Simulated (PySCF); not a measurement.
**A diatomic session: NaTl+**

One table from this session's results is given with a row withheld; the runs are named, their logs left out.

Program: PySCF 2.14.0. Level of theory: Na aug-cc-pVDZ, Tl aug-cc-pVDZ-PP with ECP60, scalar-relativistic core potentials. These are calculated values, not measurements.

Set-up of the first run:

Settings of the job:

```
atoms                         : Na, Tl
charge                        : 1
basis                         : Na aug-cc-pVDZ, Tl aug-cc-pVDZ-PP with ECP60
Hamiltonian                   : scalar-relativistic core potentials
basis functions               : 59
electrons treated             : 31
masses in u                   : 22.9898, 204.9744
levels                        : PBE0, PBE, r²SCAN, BP86, TPSSh, M06, HF, MP2, SCS-MP2
grid                          : 80 radial by 434 angular points
occupations                   : held fixed by the projection of orbital angular momentum
dissociation limit            : Na+ + Tl, each in its ground configuration
starting distance in angstrom : 3.105
values of 2S to try           : 1, 3
```

Started as:

```console
> OMP_NUM_THREADS=1 python dia.py task.json out
```

Among the steps run: Input; PBE0 along the bond; Other states along the same grid; PBE; r²SCAN (meta-GGA); BP86 (GGA); TPSSh (hybrid meta-GGA); M06 (hybrid meta-GGA); UHF (mean field).

One of the session's tables, all rows but one given; the rest of the session is left out.

It belongs to the step «The curves together». Energy (eV) from each level's lowest point:

```
R (Å)    UHF  UHF-MP2  UHF-SCS-MP2    PBE   BP86
3.112  0.157    0.123        0.129  0.126  0.130
3.257  0.080    0.054        0.059  0.060  0.062
3.402  0.032    0.017        0.019  0.022  0.023
3.510  0.012    0.003        0.005  0.006  0.007
3.619  0.002    0.000        0.000  0.000  0.000
3.728      ?        ?            ?      ?      ?
3.872  0.008    0.021        0.018  0.010  0.010
4.053  0.032    0.053        0.048  0.033  0.033
4.270  0.074    0.103        0.097  0.069  0.070
4.560  0.146    0.183        0.175  0.124  0.127
```

Estimate the missing values for R (Å) = 3.728.

Worked estimate for «UHF». A straight line through the neighbours (3.619, 0.002) and (3.872, 0.008) gives 0.002 + (0.008 − 0.002) × (3.728 − 3.619) / (3.872 − 3.619) = 0.005; a parabola fitted to 4 rows on both sides gives 0.000.

The run gave: UHF: 0.000; UHF-MP2: 0.005; UHF-SCS-MP2: 0.003; PBE: 0.001; BP86: 0.001. In «UHF» the line misses by +0.005 and the parabola by 0.000.

State 2 has its PBE0 minimum 1.13 eV higher. State 3 has its PBE0 minimum 6.31 eV higher. The other levels ran on the lowest alone.
